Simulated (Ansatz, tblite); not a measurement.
**Sn(NH2)Me3 (C3H11NSn): removing and adding an electron**

What does removing or adding an electron cost or gain for Sn(NH2)Me3 (C3H11NSn)? Each charged state is run at several levels.

Computed with Ansatz 0.2.0, Gaussian basis. Level: as each input shows.

Levels to be run: charge +1 doublet, at the geometry of the singlet (PBE0-D4/def2-TZVP, PBE-D4/def2-TZVP, ωB97M-V/def2-TZVP, CCSD(T)/def2-SVP); charge -1 doublet, at the geometry of the singlet (PBE0-D4/def2-TZVPD, PBE-D4/def2-TZVPD, ωB97M-V/def2-TZVPD); the starting singlet's energies come from earlier runs.

2 further runs of the same task are left out: 2 set aside as unsound or not needed.

### 1 The structure

The singlet was relaxed beforehand with PBE0-D4/def2-SVP.

16 atoms, charge 0, spin multiplicity 1.

Atoms are counted from 1 here; the program's logs count them from 0.

Bond lengths: Sn1–N2 2.057 Å, Sn1–C5 2.148 Å, Sn1–C9 2.160 Å, Sn1–C13 2.148 Å, N2–H3 1.019 Å, N2–H4 1.019 Å, C5–H6 1.100 Å, C5–H7 1.099 Å, C5–H8 1.100 Å, C9–H10 1.100 Å, C9–H11 1.100 Å, C9–H12 1.100 Å, C13–H14 1.100 Å, C13–H15 1.099 Å, C13–H16 1.100 Å. Angles: N2–Sn1–C5 105.2°, N2–Sn1–C9 113.3°, N2–Sn1–C13 105.3°, C5–Sn1–C9 110.7°, C5–Sn1–C13 111.5°, C9–Sn1–C13 110.6°, Sn1–N2–H3 113.3°, Sn1–N2–H4 113.2°, H3–N2–H4 106.6°, Sn1–C5–H6 110.5°, Sn1–C5–H7 109.5°, Sn1–C5–H8 110.9°, H6–C5–H7 108.8°, H6–C5–H8 108.4°, H7–C5–H8 108.7°, Sn1–C9–H10 110.1°, Sn1–C9–H11 110.5°, Sn1–C9–H12 110.5° and more.

Sn takes a core potential in the def2 sets. No spin-orbit coupling is included.

### 2 Charge +1 doublet at the fixed geometry, PBE0-D4/def2-TZVP

The input, in.yaml:

```yaml
crystal:
  periodic: [false, false, false]
  atoms:
    - {symbol: Sn, position_ang: [0.010530, -0.023103, 0.124913]}
    - {symbol: N, position_ang: [0.109969, -0.211851, 2.170915]}
    - {symbol: H, position_ang: [-0.804829, -0.236246, 2.618772]}
    - {symbol: H, position_ang: [0.632857, 0.539297, 2.618576]}
    - {symbol: C, position_ang: [2.053103, -0.012185, -0.540339]}
    - {symbol: H, position_ang: [2.101636, -0.104545, -1.635007]}
    - {symbol: H, position_ang: [2.589790, -0.858813, -0.089173]}
    - {symbol: H, position_ang: [2.555586, 0.921107, -0.247440]}
    - {symbol: C, position_ang: [-1.010661, 1.767689, -0.520893]}
    - {symbol: H, position_ang: [-1.042206, 1.810343, -1.619942]}
    - {symbol: H, position_ang: [-0.488537, 2.662530, -0.151909]}
    - {symbol: H, position_ang: [-2.042953, 1.781029, -0.141826]}
    - {symbol: C, position_ang: [-1.029608, -1.774377, -0.556954]}
    - {symbol: H, position_ang: [-2.058535, -1.792545, -0.169266]}
    - {symbol: H, position_ang: [-0.504822, -2.673705, -0.204833]}
    - {symbol: H, position_ang: [-1.071311, -1.794635, -1.655593]}
basis:
  gaussian: {orbitals: def2-TZVP}
total_charge: 1
magnetization: {spin_polarized: true, initial_magnetization: 1}
hamiltonian: {xc: pbe0, dispersion: d4}
scf: {omitted_lower_state_checks: [starts]}
output: {orbitals: {seedname: orbitals}}
```

Launch:

```
> ansatz run in.yaml --threads 4 --pin off --events-out ev --progress --plain --max-ram 8704MiB
```

Standard output:

```text
Functional definition: PBE0
  name "PBE0"
  cite "Adamo & Barone, J. Chem. Phys. 110, 6158 (1999) doi:10.1063/1.478522"
  cite "Perdew, Burke & Ernzerhof, Phys. Rev. Lett. 77, 3865 (1996) doi:10.1103/PhysRevLett.77.3865"
  parent pbe
  parameter a = 0.25
  parameter kappa = 0.804
  parameter beta = 0.06672455060314922
  exchange = (1 - a)*pbe_x(kappa = kappa, mu = beta*pi^2/3) + a*exact_x
  correlation = pbe_c(beta = beta)
these checks for a lower state are left out or cut short: starts
1640 factors; their error is unknown
mean field evaluation 1: about -10577.4180 eV, gradient 7.3e1 eV
mean field evaluation 2: about -10562.6936 eV, gradient 8.7e1 eV
mean field evaluation 4: about -10599.3303 eV, gradient 1.1e1 eV
mean field evaluation 8: about -10599.9146 eV, gradient 4.9e-1 eV
mean field evaluation 16: about -10599.9617 eV, gradient 3.9e-3 eV
mean field -10599.96171968 eV, -389.5414082861 hartree, gradient 3.2e-5 eV, S^2 0.766574; 0 other end points of the search recorded, 0 dependent functions left out
reference -10599.96175493 eV, -389.5414095817 hartree; 29, 28 occupied and 211, 212 virtual orbitals, 1640 factors
Total energy: -10600.20816377 eV, -389.5504649394 hartree
Checks for a lower state left out: starts
```

Run time: 7.5 s. Hardware: 4 threads of Arm Neoverse V2, shared host; peak memory 0.91 GiB.

From the report: HOMO -12.43 eV, LUMO -10.47 eV (over both spins); ⟨S²⟩ 0.767 (pure: 0.75).

### 3 Charge +1 doublet at the fixed geometry, PBE-D4/def2-TZVP

start.molden holds the orbitals of an earlier run on this state, given as this run's starting guess.

in.yaml: that of step 2 with these lines changed.

```diff
@@ -20,6 +20,6 @@
 basis:
-  gaussian: {orbitals: def2-TZVP}
+  gaussian: {orbitals: def2-TZVP, initial_orbitals: start.molden}
 total_charge: 1
 magnetization: {spin_polarized: true, initial_magnetization: 1}
-hamiltonian: {xc: pbe0, dispersion: d4}
+hamiltonian: {xc: pbe, dispersion: d4}
 scf: {omitted_lower_state_checks: [starts]}
```

Same command.

Standard output:

```text
Functional definition: PBE
  name "PBE"
  cite "Perdew, Burke & Ernzerhof, Phys. Rev. Lett. 77, 3865 (1996) doi:10.1103/PhysRevLett.77.3865"
  parent pbe
  parameter kappa = 0.804
  parameter beta = 0.06672455060314922
  exchange = pbe_x(kappa = kappa, mu = beta*pi^2/3)
  correlation = pbe_c(beta = beta)
these checks for a lower state are left out or cut short: starts
1567 factors; their error is unknown
mean field evaluation 1: about -10599.0168 eV, gradient 6.4e0 eV
mean field evaluation 2: about -10599.1855 eV, gradient 3.2e-1 eV
mean field evaluation 4: about -10599.1394 eV, gradient 3.2e-2 eV
mean field evaluation 8: about -10599.1395 eV, gradient 1.4e-5 eV
mean field -10599.13945235 eV, -389.5111905190 hartree, gradient 2.1e-5 eV, S^2 0.755433; 0 other end points of the search recorded, 0 dependent functions left out
reference -10599.13950016 eV, -389.5111922762 hartree; 29, 28 occupied and 211, 212 virtual orbitals, 1567 factors
Total energy: -10599.42570059 eV, -389.5217099478 hartree
Checks for a lower state left out: starts
```

Run time: 5 s. Hardware: 4 threads of Arm Neoverse V2, shared host.

Report: HOMO -11.41 eV, LUMO -11.20 eV (over both spins); ⟨S²⟩ 0.755 (pure: 0.75).

### 4 Charge +1 doublet at the fixed geometry, ωB97M-V/def2-TZVP

in.yaml: that of step 3 with these lines changed.

```diff
@@ -23,3 +23,3 @@
 magnetization: {spin_polarized: true, initial_magnetization: 1}
-hamiltonian: {xc: pbe, dispersion: d4}
+hamiltonian: {xc: {name: wB97M-V}}
 scf: {omitted_lower_state_checks: [starts]}
```

Launched as before.

Standard output, cut to the lines that bear on the results:

```text
Functional definition: wB97M-V
  name "wB97M-V"
  cite "Mardirossian & Head-Gordon, J. Chem. Phys. 144, 214110 (2016) doi:10.1063/1.4952647"
  cite "Becke, J. Chem. Phys. 107, 8554 (1997) doi:10.1063/1.475007"
  cite "Vydrov & Van Voorhis, J. Chem. Phys. 133, 244103 (2010) doi:10.1063/1.3521275"
  # Of w^i u^j: cxij and so on, Table III.
[...]
  gx(w, u) = 1 - cx + cx01*u + cx10*w
  gss(w, u) = css00 + css04*u^4 + css10*w + css20*w^2 + css43*w^4*u^3
  gos(w, u) = cos00 + cos10*w + (cos20 + cos21*u)*w^2 + (cos60 + cos61*u)*w^6
[...]
      + integral(e_c_pw_mod_opposite_spin*gos(b97_w_opposite, b97_u_opposite)) + vv10(b, c)
[...]
1611 factors; their error is unknown
465 factors; integrals over basis functions are off by at most 8.6e-6 eV
[...]
mean field -10601.21454238 eV, -389.5874486712 hartree, gradient 1.7e-5 eV, S^2 0.766087; 0 other end points of the search recorded, 0 dependent functions left out
reference -10601.21460047 eV, -389.5874508060 hartree; 29, 28 occupied and 211, 212 virtual orbitals, 1611 factors
Total energy: -10601.21460047 eV, -389.5874508060 hartree
Checks for a lower state left out: starts
```

Run time: 22 s. Hardware: 4 threads of Arm Neoverse V2, shared host; peak memory 1.3 GiB.

HOMO -14.53 eV, LUMO -8.73 eV (over both spins); ⟨S²⟩ 0.766 (pure: 0.75).

### 5 Charge +1 doublet at the fixed geometry, CCSD(T)/def2-SVP

in.yaml: that of step 4 with these lines changed.

```diff
@@ -20,7 +20,7 @@
 basis:
-  gaussian: {orbitals: def2-TZVP, initial_orbitals: start.molden}
+  gaussian: {orbitals: def2-SVP, initial_orbitals: start.molden}
 total_charge: 1
 magnetization: {spin_polarized: true, initial_magnetization: 1}
-hamiltonian: {xc: {name: wB97M-V}}
-scf: {omitted_lower_state_checks: [starts]}
+correlation: {method: ccsd_t}
+scf: {omitted_lower_state_checks: [starts, cluster_reference]}
 output: {orbitals: {seedname: orbitals}}
```

Same command.

Standard output, cut to the lines that bear on the results:

```text
Functional definition: HF
  name "HF"
  cite "Fock, Z. Phys. 61, 126 (1930) doi:10.1007/BF01340294"
  parent pbe
[...]
1499 factors; integrals over basis functions are off by at most 1.3e-3 eV
[...]
mean field -10541.41303393 eV, -387.3897837706 hartree, gradient 4.1e-6 eV, S^2 0.765864; 0 other end points of the search recorded, 0 dependent functions left out
8 core orbitals not correlated: weight in the atoms' cores, before any rotation towards them, 1.000 or more for the frozen orbitals, at most 0.000 for the correlated occupied ones
reference -10541.41303393 eV, -387.3897837706 hartree; 21, 20 occupied and 108, 109 virtual orbitals, 1499 factors
second order -18.76000379 eV of doubles, -0.00000000 eV of singles
cycle   1  -20.11226438 eV  change    -1.4e0 eV  update   1.0e-1
[...]
cycle  16  -20.83746031 eV  change   -1.1e-6 eV  update   9.7e-6
perturbative correction -0.62142347 eV, -0.0228368914 hartree
Total energy: -10562.87191771 eV, -388.1783832042 hartree
Checks for a lower state left out: starts, cluster_reference
```

Wall time 2.1 min (4 threads of Arm Neoverse V2, shared host); peak memory 2.9 GiB.

Report: Hartree-Fock HOMO -14.96 eV, LUMO -5.41 eV (over both spins); ⟨S²⟩ 0.766 (pure: 0.75); T1 0.024.

### 6 Vertical ionisation energy

Charged state less starting state, singlet to doublet; the starting state's energies are those of its earlier runs.

Differences are taken before rounding.

```
           method  vertical ionisation energy (eV)  from CCSD(T)/def2-SVP (eV)     time
      HF/def2-SVP                             7.53                       -1.00         
 PBE-D4/def2-TZVP                             8.41                       -0.12    7.1 s
PBE0-D4/def2-TZVP                             8.65                       +0.13     12 s
ωB97M-V/def2-TZVP                             8.90                       +0.38     32 s
     MP2/def2-SVP                             8.77                       +0.25         
    CCSD/def2-SVP                             8.51                       -0.01         
 CCSD(T)/def2-SVP                             8.52                           0  2.5 min
```

Times add the two runs; a level without a time comes out of a correlated run.

Beside −ε(HOMO) of the starting state:

```
            level  −ε(HOMO) (eV)  by difference (eV)  mismatch (eV)
 PBE-D4/def2-TZVP           5.36                8.41          -3.05
PBE0-D4/def2-TZVP           6.72                8.65          -1.93
ωB97M-V/def2-TZVP           9.05                8.90          +0.14
```

### 7 Charge -1 doublet at the fixed geometry, PBE0-D4/def2-TZVPD

in.yaml: that of step 5 with these lines changed.

```diff
@@ -20,7 +20,7 @@
 basis:
-  gaussian: {orbitals: def2-SVP, initial_orbitals: start.molden}
-total_charge: 1
+  gaussian: {orbitals: def2-TZVPD}
+total_charge: -1
 magnetization: {spin_polarized: true, initial_magnetization: 1}
-correlation: {method: ccsd_t}
-scf: {omitted_lower_state_checks: [starts, cluster_reference]}
+hamiltonian: {xc: pbe0, dispersion: d4}
+scf: {omitted_lower_state_checks: [starts]}
 output: {orbitals: {seedname: orbitals}}
```

The command is unchanged.

Standard output, cut to the lines that bear on the results:

```text
Functional definition: PBE0
  name "PBE0"
  cite "Adamo & Barone, J. Chem. Phys. 110, 6158 (1999) doi:10.1063/1.478522"
  cite "Perdew, Burke & Ernzerhof, Phys. Rev. Lett. 77, 3865 (1996) doi:10.1103/PhysRevLett.77.3865"
  parent pbe
[...]
1750 factors; their error is unknown
[...]
mean field -10608.00340989 eV, -389.8369349504 hartree, gradient 1.6e-5 eV, S^2 0.750275; 0 other end points of the search recorded, 0 dependent functions left out
reference -10608.00346265 eV, -389.8369368895 hartree; 30, 29 occupied and 273, 274 virtual orbitals, 1750 factors
Total energy: -10608.31919572 eV, -389.8485398657 hartree
Checks for a lower state left out: starts
```

Run time: 15 s. Hardware: 4 threads of Arm Neoverse V2, shared host; peak memory 1.3 GiB.

From the report: HOMO 1.57 eV, LUMO 2.62 eV (over both spins); ⟨S²⟩ 0.750 (pure: 0.75). Doubts: highest occupied level lies above zero.

### 8 Charge -1 doublet at the fixed geometry, PBE-D4/def2-TZVPD

in.yaml: that of step 7 with these lines changed.

```diff
@@ -20,6 +20,6 @@
 basis:
-  gaussian: {orbitals: def2-TZVPD}
+  gaussian: {orbitals: def2-TZVPD, initial_orbitals: start.molden}
 total_charge: -1
 magnetization: {spin_polarized: true, initial_magnetization: 1}
-hamiltonian: {xc: pbe0, dispersion: d4}
+hamiltonian: {xc: pbe, dispersion: d4}
 scf: {omitted_lower_state_checks: [starts]}
```

Same command.

Standard output:

```text
Functional definition: PBE
  name "PBE"
  cite "Perdew, Burke & Ernzerhof, Phys. Rev. Lett. 77, 3865 (1996) doi:10.1103/PhysRevLett.77.3865"
  parent pbe
  parameter kappa = 0.804
  parameter beta = 0.06672455060314922
  exchange = pbe_x(kappa = kappa, mu = beta*pi^2/3)
  correlation = pbe_c(beta = beta)
these checks for a lower state are left out or cut short: starts
1666 factors; their error is unknown
mean field evaluation 1: about -10607.0354 eV, gradient 6.5e0 eV
mean field evaluation 2: about -10607.1640 eV, gradient 1.4e-1 eV
mean field evaluation 4: about -10607.1138 eV, gradient 3.9e-3 eV
mean field evaluation 8: about -10607.1138 eV, gradient 2.0e-5 eV
mean field -10607.11375629 eV, -389.8042407837 hartree, gradient 2.0e-5 eV, S^2 0.750166; 0 other end points of the search recorded, 0 dependent functions left out
reference -10607.11382699 eV, -389.8042433820 hartree; 30, 29 occupied and 273, 274 virtual orbitals, 1666 factors
Total energy: -10607.48019809 eV, -389.8177072715 hartree
Checks for a lower state left out: starts
```

Wall time 8 s (4 threads of Arm Neoverse V2, shared host).

Report: HOMO 1.79 eV, LUMO 2.10 eV (over both spins); ⟨S²⟩ 0.750 (pure: 0.75). Doubts: highest occupied level lies above zero.

### 9 Charge -1 doublet at the fixed geometry, ωB97M-V/def2-TZVPD

in.yaml: that of step 8 with these lines changed.

```diff
@@ -23,3 +23,3 @@
 magnetization: {spin_polarized: true, initial_magnetization: 1}
-hamiltonian: {xc: pbe, dispersion: d4}
+hamiltonian: {xc: {name: wB97M-V}}
 scf: {omitted_lower_state_checks: [starts]}
```

The command is unchanged.

Standard output, cut to the lines that bear on the results:

```text
Functional definition: wB97M-V
  name "wB97M-V"
  cite "Mardirossian & Head-Gordon, J. Chem. Phys. 144, 214110 (2016) doi:10.1063/1.4952647"
  cite "Becke, J. Chem. Phys. 107, 8554 (1997) doi:10.1063/1.475007"
  cite "Vydrov & Van Voorhis, J. Chem. Phys. 133, 244103 (2010) doi:10.1063/1.3521275"
  # Of w^i u^j: cxij and so on, Table III.
[...]
  gx(w, u) = 1 - cx + cx01*u + cx10*w
  gss(w, u) = css00 + css04*u^4 + css10*w + css20*w^2 + css43*w^4*u^3
  gos(w, u) = cos00 + cos10*w + (cos20 + cos21*u)*w^2 + (cos60 + cos61*u)*w^6
[...]
      + integral(e_c_pw_mod_opposite_spin*gos(b97_w_opposite, b97_u_opposite)) + vv10(b, c)
[...]
1704 factors; their error is unknown
685 factors; integrals over basis functions are off by at most 2.0e-6 eV
[...]
mean field -10609.25312279 eV, -389.8828610523 hartree, gradient 2.8e-5 eV, S^2 0.750546; 0 other end points of the search recorded, 0 dependent functions left out
reference -10609.25318689 eV, -389.8828634081 hartree; 30, 29 occupied and 273, 274 virtual orbitals, 1704 factors
Total energy: -10609.25318689 eV, -389.8828634081 hartree
Checks for a lower state left out: starts
```

It took 85 s on 4 threads of Arm Neoverse V2, shared host; peak memory 2.2 GiB.

From the report: HOMO 1.06 eV, LUMO 3.97 eV (over both spins); ⟨S²⟩ 0.751 (pure: 0.75). Doubts: highest occupied level lies above zero.

### 10 Vertical electron affinity

Starting state less charged state (positive: the electron is bound), singlet to doublet; the starting state's energies are those of its earlier runs.

```
             level  vertical electron affinity (eV)     time
 PBE-D4/def2-TZVPD                            -0.41     11 s
PBE0-D4/def2-TZVPD                            -0.59     19 s
ωB97M-V/def2-TZVPD                            -0.92  1.7 min
```

Times add the two runs; a level without a time comes out of a correlated run.

Beside −ε(LUMO) of the starting state:

```
             level  −ε(LUMO) (eV)  by difference (eV)  mismatch (eV)
 PBE-D4/def2-TZVPD           0.94               -0.41          +1.35
PBE0-D4/def2-TZVPD           0.28               -0.59          +0.87
ωB97M-V/def2-TZVPD          -0.52               -0.92          +0.40
```

### 11 Outcome

| quantity | value |
| --- | --- |
| vertical ionisation energy, functionals in def2-TZVP | 8.41 (PBE-D4) to 8.90 eV (ωB97M-V) |
| vertical ionisation energy, CCSD(T)/def2-SVP | 8.52 eV |
| vertical electron affinity, functionals in def2-TZVPD | -0.92 (ωB97M-V) to -0.41 eV (PBE-D4) |

In words: The vertical ionisation energy spans 8.41 to 8.90 eV over the functionals, beside 8.52 eV from CCSD(T)/def2-SVP. −ε(HOMO) misses the level's own difference by +0.14 eV at best (ωB97M-V) and -3.05 eV at worst (PBE-D4). The yardstick is in a double-zeta basis, so levels in larger sets aren't compared like for like. The reference is CCSD(T) in one finite basis, so it carries an error of its own, often a tenth of an eV or more, and near misses can't be ranked. The vertical electron affinity spans -0.92 to -0.41 eV over the functionals. A negative affinity means an unbound electron, held by the basis alone. −ε(LUMO) misses the level's own difference by +0.40 eV at best (ωB97M-V) and +1.35 eV at worst (PBE-D4).
